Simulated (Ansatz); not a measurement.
# H₆O₂Si₂Sn: basis-set convergence

How large a basis does H₆O₂Si₂Sn need? Two functionals are run in growing sets.

Method: one geometry, several basis sets; program: Ansatz 0.2.0, Gaussian basis.

The runs, in order: PBE0-D4/def2-SVP; ωB97M-V/def2-SVP; PBE0-D4/def2-QZVPP; ωB97M-V/def2-QZVPP; the functionals' def2-TZVPP values are taken from earlier runs.

## Step 1: The geometry

All runs share one geometry, relaxed beforehand with PBE0-D4 in a triple-zeta def2 set. Sn takes the def2 core potential; no spin-orbit term is included.

SMILES `[SiH3][O][Sn][O][SiH3]`, 11 atoms, charge 0, spin multiplicity 1.

Atoms are counted from 1 here; the program's logs count them from 0.

Bond lengths: Si1–O2 1.633 Å, Si1–H6 1.488 Å, Si1–H7 1.488 Å, Si1–H8 1.490 Å, O2–Sn3 1.972 Å, Sn3–O4 1.972 Å, O4–Si5 1.632 Å, Si5–H9 1.488 Å, Si5–H10 1.490 Å, Si5–H11 1.488 Å. Angles: O2–Si1–H6 110.7°, O2–Si1–H7 109.5°, O2–Si1–H8 111.2°, H6–Si1–H7 108.7°, H6–Si1–H8 108.4°, H7–Si1–H8 108.3°, Si1–O2–Sn3 147.5°, O2–Sn3–O4 98.4°, Sn3–O4–Si5 148.4°, O4–Si5–H9 109.5°, O4–Si5–H10 111.2°, O4–Si5–H11 110.7°, H9–Si5–H10 108.3°, H9–Si5–H11 108.6°, H10–Si5–H11 108.4°.

As a file:

```xyz
11
H6O2Si2Sn
Si   -1.7332    0.8722   -0.4816
O    -1.8609   -0.4610    0.4526
Sn   -0.9660   -2.0312    1.2420
O     0.8943   -1.5641    0.7851
Si    1.9507   -0.4536    0.2230
H    -1.4181    2.0674    0.3470
H    -3.0212    1.1082   -1.1883
H    -0.6607    0.7136   -1.5042
H     3.2608   -0.6235    0.9078
H     1.4647    0.9317    0.4791
H     2.1549   -0.6166   -1.2419
```

## Step 2: PBE0-D4 in def2-SVP

in.yaml

```yaml
crystal:
  periodic: [false, false, false]
  atoms:
    - {symbol: Si, position_ang: [-1.733229, 0.872193, -0.481625]}
    - {symbol: O, position_ang: [-1.860873, -0.460988, 0.452628]}
    - {symbol: Sn, position_ang: [-0.965977, -2.031193, 1.242020]}
    - {symbol: O, position_ang: [0.894337, -1.564144, 0.785084]}
    - {symbol: Si, position_ang: [1.950679, -0.453633, 0.223041]}
    - {symbol: H, position_ang: [-1.418068, 2.067366, 0.347019]}
    - {symbol: H, position_ang: [-3.021249, 1.108224, -1.188345]}
    - {symbol: H, position_ang: [-0.660727, 0.713607, -1.504219]}
    - {symbol: H, position_ang: [3.260839, -0.623534, 0.907808]}
    - {symbol: H, position_ang: [1.464665, 0.931745, 0.479115]}
    - {symbol: H, position_ang: [2.154901, -0.616644, -1.241925]}
basis:
  gaussian: {orbitals: def2-SVP}
hamiltonian: {xc: pbe0, dispersion: d4}
output: {orbitals: {seedname: orbitals}}
```

Started as:

```
$ ansatz run in.yaml --threads 2 --pin off --events-out ev --progress --plain --max-ram 32768MiB --backend cpu
```

The runs that follow: ωB97M-V in def2-SVP; PBE0-D4 in def2-QZVPP; ωB97M-V in def2-QZVPP.

Q: Predict the results of all the runs planned. Wanted: PBE0-D4: double and triple zeta above quadruple; ωB97M-V: double and triple zeta above quadruple.

**Answer**, as computed:

| quantity | value |
| --- | --- |
| PBE0-D4: double and triple zeta above quadruple | 12.17, 0.87 eV |
| ωB97M-V: double and triple zeta above quadruple | 12.29, 0.81 eV |

What this shows: For PBE0-D4 the step from double to triple zeta gains 11.30 eV and the next only 0.87 eV. Total energies overstate the basis error of differences, where much of it tends to cancel.
